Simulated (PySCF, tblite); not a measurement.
**C7H5BF2O2: geometry, infrared bands and NMR shifts**

Aim: predict the infrared bands and NMR shifts of C7H5BF2O2 (`O=COc1cccc(B(F)F)c1`).

Computed with tblite 0.8.0 and PySCF 2.14.0, with density-fitted response routines of our own, on a single molecule in the gas phase. Atoms are numbered from 0 throughout.

## 1. The starting structure

17 atoms, charge 0, multiplicity 1; geometry from: force field or distance geometry start.

Bonds of the start (Å): O0–C1 1.24, C1–O2 1.41, O2–C3 1.40, C3–C4 1.39, C4–C5 1.38, C5–C6 1.39, C6–C7 1.40, C7–B8 1.56, B8–F9 1.46, B8–F10 1.44, C7–C11 1.37, C11–C3 1.38, C1–H12 1.09, C4–H13 1.10, C5–H14 1.10, C6–H15 1.09, C11–H16 1.08.

## 2. Geometry optimisation with GFN2-xTB

What the job is given:

```
{"job": {"kind": "relax", "xc": "GFN2-xTB", "basis": "xTB"}, "charge": 0, "multiplicity": 1}
O      1.662600    -0.575500    -2.713300
C      2.599100    -0.554200    -1.893800
O      2.391600    -0.226700    -0.533300
C      1.096000     0.104000    -0.127200
C      0.678200     1.427900    -0.166600
C     -0.591100     1.811500     0.224200
C     -1.494200     0.872300     0.700300
C     -1.071300    -0.460400     0.763900
B     -2.107900    -1.502900     1.298400
F     -3.236400    -1.995200     0.518100
F     -2.205100    -1.678900     2.727200
C      0.185200    -0.808000     0.353500
H      3.605400    -0.813000    -2.226100
H      1.350400     2.211700    -0.541100
H     -0.861900     2.879000     0.163400
H     -2.488600     1.161800     1.031500
H      0.481100    -1.841100     0.410800
```

Started as:

```console
> OMP_NUM_THREADS=1 python probes_run.py task.json out
```

One launch serves the whole session: the jobs run in the order shown.

**Question.** This job is followed by: GFN2-xTB harmonic vibrations, gas phase; GIAO PBE0/pcSseg-1 NMR shielding, non-relativistic, gas phase. What will the session give for the following? strongest single infrared mode (GFN2-xTB); zero-point energy (GFN2-xTB); 13C shifts against TMS (PBE0/pcSseg-1); 1H shifts against TMS (PBE0/pcSseg-1); 17O shifts against H2O (PBE0/pcSseg-1); 11B shifts against BF3·OEt2 (PBE0/pcSseg-1); 19F shifts against CFCl3 (PBE0/pcSseg-1, means over atoms taken as alike).

The runs gave:

| quantity | value |
| --- | --- |
| strongest single infrared mode (GFN2-xTB) | 1293 cm⁻¹, 619 km/mol |
| zero-point energy (GFN2-xTB) | 68.8 kcal/mol |
| 13C shifts against TMS (PBE0/pcSseg-1) | 162.9, 157.2, 140.5, 134.8, 134.2, 133.5, 131.1 ppm |
| 1H shifts against TMS (PBE0/pcSseg-1) | 8.77, 8.35, 8.13, 8.00, 7.83 ppm |
| 17O shifts against H2O (PBE0/pcSseg-1) | 446.9, 247.4 ppm |
| 11B shifts against BF3·OEt2 (PBE0/pcSseg-1) | 23.9 ppm |
| 19F shifts against CFCl3 (PBE0/pcSseg-1, means over atoms taken as alike) | -92.1 ppm |

In words: The optimisation took 145 steps and gained 1.328 eV; among the close pairs (by a distance rule), B8–F9 changed most, from 1.458 to 1.319 Å. All 45 modes are real, so the xTB geometry is a minimum. The strongest single mode, at 1293 cm⁻¹, is spread over many atoms; the largest shares are those of B8, C7. Unscaled tight-binding wavenumbers are off by several per cent, some by more. Its intensities can rank the bands wrongly. At PBE0/pcSseg-1: The largest span, 712 ppm, is at O0, where the paramagnetic term is -513 ppm. NICS(1)zz of -28 ppm above the planar ring from C3 marks a diatropic (aromatic) ring current.
